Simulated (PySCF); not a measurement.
# C₄H₁₀Si: runs on many settings

Which settings matter for C₄H₁₀Si (`[SiH3]CC1CC1`)?

Computed with PySCF 2.14.0, with density-fitted response routines of our own, on a single molecule in the gas phase. Atoms count from 0, in the outputs and in this text.

## 1. Starting geometry

15 atoms, charge 0, multiplicity 1; geometry from: GFN2-xTB.

Bonds of the start (Å): Si0–C1 1.90, C1–C2 1.51, C2–C3 1.50, C3–C4 1.50, C4–C2 1.50, Si0–H5 1.46, Si0–H6 1.46, Si0–H7 1.46, C1–H8 1.09, C1–H9 1.09, C2–H10 1.08, C3–H11 1.08, C3–H12 1.08, C4–H13 1.08, C4–H14 1.08.

## 2. Shielding tensors: PBE0/pcSseg-1

What the job is given:

```
{"job": {"kind": "nmr", "xc": "PBE0", "basis": "pcSseg-1"}, "charge": 0, "multiplicity": 1}
Si     2.182334    -0.209972     0.355451
C      0.672949     0.608963    -0.466624
C     -0.537356    -0.291760    -0.474504
C     -1.397860    -0.396322     0.746168
C     -1.918131     0.292891    -0.480676
H      3.308370     0.726002     0.314858
H      2.531014    -1.431627    -0.373216
H      1.865134    -0.542714     1.745338
H      0.916928     0.887739    -1.495068
H      0.424745     1.535349     0.055038
H     -0.395072    -1.201984    -1.045949
H     -1.813150    -1.356671     1.012322
H     -1.141307     0.215174     1.598384
H     -2.688866    -0.195478    -1.058159
H     -2.014146     1.368400    -0.455275
```

With the program's defaults for keys left out, this is: GIAO PBE0/pcSseg-1 NMR shielding, non-relativistic, gas phase.

Run with:

```bash
$ OMP_NUM_THREADS=1 python probes_run.py task.json out
```

One launch serves the whole session: the jobs run in the order shown.

The program printed:

```text
coarse grid: 12168 points
cycle   1  E = -447.4832327619  dE =  4.087e-01  |g| = 3.570e-01  |ddm| = 3.281e+00
cycle   2  E = -447.4727167016  dE =  1.052e-02  |g| = 4.170e-01  |ddm| = 6.990e-01
cycle   3  E = -447.5186334043  dE = -4.592e-02  |g| = 3.177e-02  |ddm| = 4.102e-01
cycle   4  E = -447.5188070824  dE = -1.737e-04  |g| = 1.712e-02  |ddm| = 4.577e-02
cycle   5  E = -447.5188727785  dE = -6.570e-05  |g| = 4.160e-03  |ddm| = 1.672e-02
cycle   6  E = -447.5188766843  dE = -3.906e-06  |g| = 6.041e-04  |ddm| = 4.062e-03
final grid: 110480 points
cycle   7  E = -447.5481986345  dE = -3.002e-05  |g| = 7.177e-03  |ddm| = 2.659e-02
cycle   8  E = -447.5481920658  dE =  6.569e-06  |g| = 8.809e-03  |ddm| = 1.430e-02
cycle   9  E = -447.5482121545  dE = -2.009e-05  |g| = 4.096e-04  |ddm| = 8.026e-03
cycle  10  E = -447.5482121844  dE = -2.990e-08  |g| = 1.887e-04  |ddm| = 5.266e-04
cycle  11  E = -447.5482121927  dE = -8.231e-09  |g| = 3.535e-05  |ddm| = 1.746e-04
cycle  12  E = -447.5482121929  dE = -2.696e-10  |g| = 7.837e-06  |ddm| = 4.481e-05
converged SCF energy = -447.5482121929

GIAO shielding tensors (ppm)
atom      isotropic    diamagn.    paramagn.     s11        s22        s33       span
  0 Si     423.601     879.636    -456.035    396.391    407.077    467.334     70.943
  1 C      169.860     249.552     -79.692    149.320    166.271    193.987     44.667
  2 C      175.785     249.729     -73.944    147.937    162.081    217.339     69.402
  3 C      179.225     251.622     -72.397    147.360    176.058    214.258     66.898
  4 C      176.709     253.771     -77.062    143.499    174.237    212.392     68.893
  5 H       27.845      28.613      -0.768     24.397     25.306     33.833      9.436
  6 H       27.898      29.187      -1.288     24.649     26.059     32.987      8.338
  7 H       27.859      29.375      -1.516     24.027     27.102     32.447      8.420
  8 H       30.171      30.542      -0.371     24.740     28.652     37.122     12.382
  9 H       31.915      31.982      -0.067     26.803     31.222     37.719     10.915
 10 H       31.067      32.544      -1.477     24.012     29.071     40.117     16.105
 11 H       31.209      31.094       0.115     25.748     26.573     41.305     15.557
 12 H       31.757      32.047      -0.290     26.818     28.843     39.609     12.791
 13 H       31.138      30.791       0.346     25.174     26.816     41.424     16.250
 14 H       31.656      31.798      -0.143     25.841     29.179     39.947     14.105
```

Wall time 18 s (1 thread of Arm Neoverse V1, shared host); peak memory 0.7 GiB.

The references, computed at this level on geometries of the same kind, shield at (ppm): ¹H TMS 31.72, ¹³C TMS 186.9, ²⁹Si TMS 349.2. Their shielding less the atom's gives the shift. The references are single molecules in the gas phase. Atoms listed in one row are averaged.

```tsv
atoms	environment	σ (ppm)	δ (ppm)	δ scaled to CDCl3
C1	sp3 CH2 bonded to Si	169.9	17.1	14.7
C2	three-membered-ring carbon	175.8	11.1	9.0
C3, C4	three-membered-ring carbon	178.0	9.0	6.8
H5, H6, H7	hydrogen on a silicon bonded to C	27.87	3.85	–
H8, H9	hydrogen on an sp3 CH2 bonded to Si	31.04	0.67	0.74
H10	hydrogen on a three-membered-ring carbon	31.07	0.65	0.72
H11, H13	hydrogen on a three-membered-ring carbon	31.17	0.54	0.62
H12, H14	hydrogen on a three-membered-ring carbon	31.71	0.01	0.12
Si0	silicon bonded to C, 3 H	423.6	-74.4	–
```

The scaled column applies a straight-line fit of computed shieldings to shifts measured in CDCl3 (root-mean-square error 0.16 ppm for H, 1.9 ppm for C).

The run also stored atomic charges by several schemes (e):

```tsv
atoms	Mulliken	IAO	Hirshfeld	ESP fit
Si0	0.51	0.60	0.31	0.42
C1	-0.44	-0.53	-0.15	-0.52
C2	-0.32	-0.12	-0.04	0.04
C3, C4	-0.19	-0.30	-0.09	-0.34
```

Mayer bond orders: Si0–C1 0.92, C1–C2 1.02, C2–C3 0.95, C3–C4 0.97, C4–C2 0.96.

Ring of atoms C2, C3, C4: NICS(0) -44.2, NICS(1) -8.6, NICS(1)zz -22.3 ppm (means of both faces). The ring holds saturated atoms, so no π current runs round it: these values come from its σ bonds, any local π bonds and neighbouring rings, and say nothing of aromaticity.

In rings of three or four atoms NICS is ruled by the nearby σ bonds, so it says little on aromaticity.

The fields below are evaluated on a grid from the run's orbitals.

Frontier orbitals at PBE0/pcSseg-1, with the share of their density that lies nearest to each atom:

```tsv
orbital	energy (eV)	lies on
HOMO	-7.64	C2, C4 about 20 % each; C1 15 %; Si0 9 %
LUMO	1.02	H5, H6, H7 about 16 % each; Si0 12 %; H8 9 %
```

ELF in a plane through or near 5 of the atoms.

Values, 10 rows by 14 columns:
```
0.00 0.00 0.00 0.00 0.00 0.00 0.00 0.00 0.00 0.00 0.00 0.00 0.00 0.00
0.00 0.00 0.00 0.00 0.00 0.00 0.01 0.00 0.00 0.00 0.00 0.00 0.00 0.00
0.00 0.00 0.00 0.00 0.00 0.69 0.96 0.17 0.00 0.03 0.01 0.00 0.00 0.00
0.00 0.00 0.40 0.59 0.05 0.61 0.97 0.26 0.13 0.48 0.12 0.02 0.00 0.00
0.00 0.04 0.94 0.99 0.39 0.87 0.48 0.82 0.77 0.22 0.73 0.32 0.00 0.00
0.00 0.01 0.45 0.67 0.68 0.08 0.39 0.66 0.74 0.81 0.49 0.08 0.00 0.00
0.00 0.00 0.03 0.20 0.72 0.79 0.03 0.54 0.43 0.81 0.12 0.00 0.00 0.00
0.00 0.00 0.00 0.15 0.94 0.94 0.01 0.09 0.87 0.99 0.39 0.00 0.00 0.00
0.00 0.00 0.00 0.00 0.10 0.09 0.00 0.00 0.12 0.33 0.01 0.00 0.00 0.00
0.00 0.00 0.00 0.00 0.00 0.00 0.00 0.00 0.00 0.00 0.00 0.00 0.00 0.00
```
The map spans 11.8 Å across and 8.8 Å up, centred on the molecule. Atoms in the plane (x, y in Å): Si0 (-2.2, -0.2), C1 (-0.6, 0.8), C3 (1.3, -0.9), C4 (2.0, 0.4), H11 (1.7, -1.8).

On the surface of density 0.002 e/bohr³ the electrostatic potential runs, from the 1st to the 99th percentile, from -0.41 V near C4 to 0.78 V near H5.

## 3. TDDFT and polarisability: PBE0/def2-SVPD

The job, as its differences from that of step 2:

```diff
@@ -1,2 +1,2 @@
-{"job": {"kind": "nmr", "xc": "PBE0", "basis": "pcSseg-1"}, "charge": 0, "multiplicity": 1}
+{"job": {"kind": "uv", "xc": "PBE0", "basis": "def2-SVPD", "nstates": 6, "ntriplets": 2}, "charge": 0, "multiplicity": 1}
 Si     2.182334    -0.209972     0.355451
```

Method: TDDFT PBE0/def2-SVPD, vertical, gas phase, core orbitals frozen in the response.

The program printed:

```text
coarse grid: 12168 points
cycle   1  E = -447.2942635934  dE =  3.664e-01  |g| = 3.411e-01  |ddm| = 5.259e+00
cycle   2  E = -447.2839143124  dE =  1.035e-02  |g| = 4.002e-01  |ddm| = 1.042e+00
cycle   3  E = -447.3276613155  dE = -4.375e-02  |g| = 3.176e-02  |ddm| = 5.603e-01
cycle   4  E = -447.3278448858  dE = -1.836e-04  |g| = 1.842e-02  |ddm| = 1.079e-01
cycle   5  E = -447.3279248968  dE = -8.001e-05  |g| = 3.734e-03  |ddm| = 3.802e-02
cycle   6  E = -447.3279282261  dE = -3.329e-06  |g| = 6.924e-04  |ddm| = 9.015e-03
final grid: 110480 points
cycle   7  E = -447.3870905745  dE = -3.236e-05  |g| = 6.901e-03  |ddm| = 1.435e-01
cycle   8  E = -447.3870840823  dE =  6.492e-06  |g| = 8.512e-03  |ddm| = 2.220e-02
cycle   9  E = -447.3871034846  dE = -1.940e-05  |g| = 4.031e-04  |ddm| = 1.150e-02
cycle  10  E = -447.3871035186  dE = -3.400e-08  |g| = 1.834e-04  |ddm| = 1.265e-03
cycle  11  E = -447.3871035266  dE = -8.034e-09  |g| = 3.351e-05  |ddm| = 3.959e-04
cycle  12  E = -447.3871035269  dE = -2.884e-10  |g| = 8.796e-06  |ddm| = 1.034e-04
converged SCF energy = -447.3871035269

Static polarisability (au): isotropic 73.886, principal 64.647 69.570 87.440

Singlet excitations
state   eV       nm        f      main configurations
  1   7.1252    174.0   0.02115   H->L 0.98
  2   7.7484    160.0   0.10987   H->L+1 0.82, H->L+2 0.09
  3   7.7724    159.5   0.00913   H->L+3 0.71, H->L+2 0.24
  4   7.8660    157.6   0.00151   H-1->L 0.79, H->L+2 0.09
  5   7.8984    157.0   0.01030   H->L+2 0.54, H->L+3 0.15, H-1->L 0.14
  6   8.0146    154.7   0.01399   H->L+4 0.78, H->L+5 0.13

Triplet excitations (Tamm-Dancoff, eV): 6.8797 7.5115
```

Run time: 24 s. Hardware: 1 thread of Arm Neoverse V1, shared host; peak memory 0.75 GiB.

Frontier orbitals and where they lie:

```tsv
orbital	eV	atoms
HOMO−3	-9.44	Si0 37 %, H7 28 %, H5 11 %
HOMO−2	-9.41	Si0 32 %, H6 23 %, H5 16 %
HOMO−1	-8.35	C3 36 %, C4 23 %, C2 16 %
HOMO	-7.63	C2 23 %, C4 20 %, C1 18 %
LUMO	0.61	Si0 33 %, C1 10 %, H5 7 %
LUMO+1	1.06	Si0 44 %, H7 12 %, H6 11 %
LUMO+2	1.35	C4 19 %, Si0 18 %, H14 15 %
```

With each of the 6 states as a Gaussian band of 0.4 eV half-width at 1/e, the curve within the window shown has maxima at 159 nm (ε 5,700) L/(mol cm). Beyond the last state computed it falls off for lack of states. The curve at chosen wavelengths:

| nm | ε (L/mol/cm) |
| --- | --- |
| 149 | 1140 |
| 151 | 2042 |
| 152 | 2592 |
| 154 | 3783 |
| 155 | 4356 |
| 157 | 5269 |
| 159 | 5681 |
| 160 | 5666 |
| 162 | 5239 |
| 163 | 4873 |
| 165 | 3993 |
| 167 | 3105 |
| 168 | 2711 |
| 170 | 2064 |
| 171 | 1812 |
| 173 | 1426 |
| 175 | 1147 |
| 176 | 1031 |
| 178 | 824 |
| 179 | 730 |
| 181 | 555 |
| 183 | 403 |
| 184 | 337 |
| 186 | 227 |
| 187 | 182 |
| 189 | 114 |

Leading natural transition orbitals of singlet state 2: the hole lies on C2, C4 about 20 % each; C1 16 %; Si0 9 %; the particle on H6, H7 about 18 % each; H5, H14 about 13 % each; H13 11 %.

Leading natural transition orbitals of singlet state 1: the hole lies on C2 22 %; C1, C4 about 17 % each; Si0 9 %; the particle on H6, H8, H9 about 13 % each; H5, H7, H10 about 10 % each; H11, H12 about 6 % each.

Ground-state properties from the same run:

```tsv
property	computed
dipole moment (D)	0.63
polarisability (Å³)	10.95
HOMO–LUMO gap (eV)	8.24
−ε(HOMO) (eV)	7.63
```

## 4. Nuclear shieldings: PBE0/pcSseg-0

The job, as its differences from that of step 3:

```diff
@@ -1,2 +1,2 @@
-{"job": {"kind": "uv", "xc": "PBE0", "basis": "def2-SVPD", "nstates": 6, "ntriplets": 2}, "charge": 0, "multiplicity": 1}
+{"job": {"kind": "nmr", "xc": "PBE0", "basis": "pcSseg-0", "pop": true, "grid": 4, "scf": {"guess": "atom"}}, "charge": 0, "multiplicity": 1}
 Si     2.182334    -0.209972     0.355451
```

Level: GIAO PBE0/pcSseg-0 NMR shielding, non-relativistic, gas phase.

The program printed:

```text
final grid: 300432 points
cycle   1  E = -446.6799834943  dE =  1.504e+00  |g| = 8.511e-01  |ddm| = 3.881e+00
cycle   2  E = -446.6345877230  dE =  4.540e-02  |g| = 9.202e-01  |ddm| = 2.078e+00
cycle   3  E = -446.8655412035  dE = -2.310e-01  |g| = 5.483e-02  |ddm| = 1.354e+00
cycle   4  E = -446.8661006313  dE = -5.594e-04  |g| = 3.458e-02  |ddm| = 1.438e-01
cycle   5  E = -446.8663982185  dE = -2.976e-04  |g| = 2.586e-03  |ddm| = 4.592e-02
cycle   6  E = -446.8664002960  dE = -2.078e-06  |g| = 4.937e-04  |ddm| = 6.649e-03
cycle   7  E = -446.8664003757  dE = -7.966e-08  |g| = 9.338e-05  |ddm| = 1.230e-03
cycle   8  E = -446.8664003778  dE = -2.183e-09  |g| = 3.973e-05  |ddm| = 1.772e-04
cycle   9  E = -446.8664003782  dE = -3.929e-10  |g| = 7.639e-06  |ddm| = 5.650e-05
converged SCF energy = -446.8664003782

GIAO shielding tensors (ppm)
atom      isotropic    diamagn.    paramagn.     s11        s22        s33       span
  0 Si     459.369     879.424    -420.055    418.559    434.324    525.224    106.665
  1 C      182.289     248.326     -66.037    160.390    177.932    208.546     48.157
  2 C      185.016     246.602     -61.586    154.588    176.641    223.819     69.231
  3 C      186.737     250.894     -64.157    152.369    188.699    219.144     66.775
  4 C      183.364     256.083     -72.719    148.835    185.465    215.792     66.957
  5 H       29.473      29.089       0.385     25.429     27.059     35.932     10.503
  6 H       29.489      29.131       0.358     25.763     27.800     34.905      9.142
  7 H       29.444      28.866       0.579     25.168     28.858     34.307      9.139
  8 H       32.021      31.330       0.691     26.032     30.408     39.623     13.591
  9 H       33.658      31.356       2.303     27.740     33.334     39.901     12.162
 10 H       32.889      31.451       1.438     25.620     31.484     41.563     15.944
 11 H       32.641      31.720       0.922     27.553     28.088     42.283     14.730
 12 H       33.126      30.664       2.462     28.405     30.624     40.348     11.943
 13 H       32.515      32.656      -0.142     26.915     28.188     42.441     15.526
 14 H       32.928      31.811       1.117     27.394     30.682     40.708     13.314
```

Wall time 13 s (1 thread of Arm Neoverse V1, shared host).

In short: δ C1 13.5, C2 10.8, C3 10.8, Si0 -113.6, H5 3.82, H11 0.71 ppm (means over like atoms).

## 5. NMR shieldings: PBE0/6-31++G**

The job, as its differences from that of step 4:

```diff
@@ -1,2 +1,2 @@
-{"job": {"kind": "nmr", "xc": "PBE0", "basis": "pcSseg-0", "pop": true, "grid": 4, "scf": {"guess": "atom"}}, "charge": 0, "multiplicity": 1}
+{"job": {"kind": "nmr", "xc": "PBE0", "basis": "6-31++G**", "pop": true, "grid": 1}, "charge": 0, "multiplicity": 1}
 Si     2.182334    -0.209972     0.355451
```

Level: GIAO PBE0/6-31++G** NMR shielding, non-relativistic, gas phase.

The program printed:

```text
final grid: 51856 points
cycle   1  E = -447.5391668202  dE =  4.039e-01  |g| = 3.540e-01  |ddm| = 4.556e+00
cycle   2  E = -447.5277506662  dE =  1.142e-02  |g| = 4.149e-01  |ddm| = 2.857e+00
cycle   3  E = -447.5752234973  dE = -4.747e-02  |g| = 3.137e-02  |ddm| = 1.379e+00
cycle   4  E = -447.5754019836  dE = -1.785e-04  |g| = 1.783e-02  |ddm| = 1.760e-01
cycle   5  E = -447.5754772349  dE = -7.525e-05  |g| = 3.566e-03  |ddm| = 7.751e-02
cycle   6  E = -447.5754802942  dE = -3.059e-06  |g| = 6.571e-04  |ddm| = 1.466e-02
cycle   7  E = -447.5754804062  dE = -1.120e-07  |g| = 1.647e-04  |ddm| = 3.893e-03
cycle   8  E = -447.5754804129  dE = -6.700e-09  |g| = 4.821e-05  |ddm| = 1.004e-03
cycle   9  E = -447.5754804135  dE = -6.248e-10  |g| = 4.460e-06  |ddm| = 1.868e-04
converged SCF energy = -447.5754804135

GIAO shielding tensors (ppm)
atom      isotropic    diamagn.    paramagn.     s11        s22        s33       span
  0 Si     461.467     876.071    -414.604    438.387    447.730    498.285     59.898
  1 C      180.461     254.420     -73.959    161.650    176.344    203.390     41.740
  2 C      186.684     259.899     -73.215    160.713    174.341    224.997     64.284
  3 C      190.583     249.396     -58.814    160.881    188.615    222.251     61.370
  4 C      188.308     249.434     -61.126    157.543    186.687    220.693     63.150
  5 H       27.926      28.275      -0.349     24.506     25.377     33.896      9.390
  6 H       28.005      28.165      -0.160     24.891     26.064     33.060      8.169
  7 H       27.949      28.736      -0.787     24.151     27.145     32.551      8.400
  8 H       30.242      32.792      -2.549     24.820     28.822     37.085     12.265
  9 H       31.869      34.242      -2.373     26.609     31.298     37.700     11.091
 10 H       31.007      31.221      -0.214     24.003     28.893     40.125     16.123
 11 H       31.273      30.490       0.782     25.799     26.593     41.425     15.627
 12 H       31.755      30.797       0.958     26.777     28.753     39.736     12.960
 13 H       31.249      29.462       1.786     25.303     26.853     41.590     16.287
 14 H       31.727      30.871       0.855     25.979     29.120     40.081     14.102
```

Run time: 10 s. Hardware: 1 thread of Arm Neoverse V1, shared host; peak memory 0.68 GiB.

Key values: δ C1 18.0, C2 11.8, C3 9.0, Si0 -53.6, H5 3.89, H10 0.84 ppm (means over like atoms).

(Part 1 of 2 ends here.)
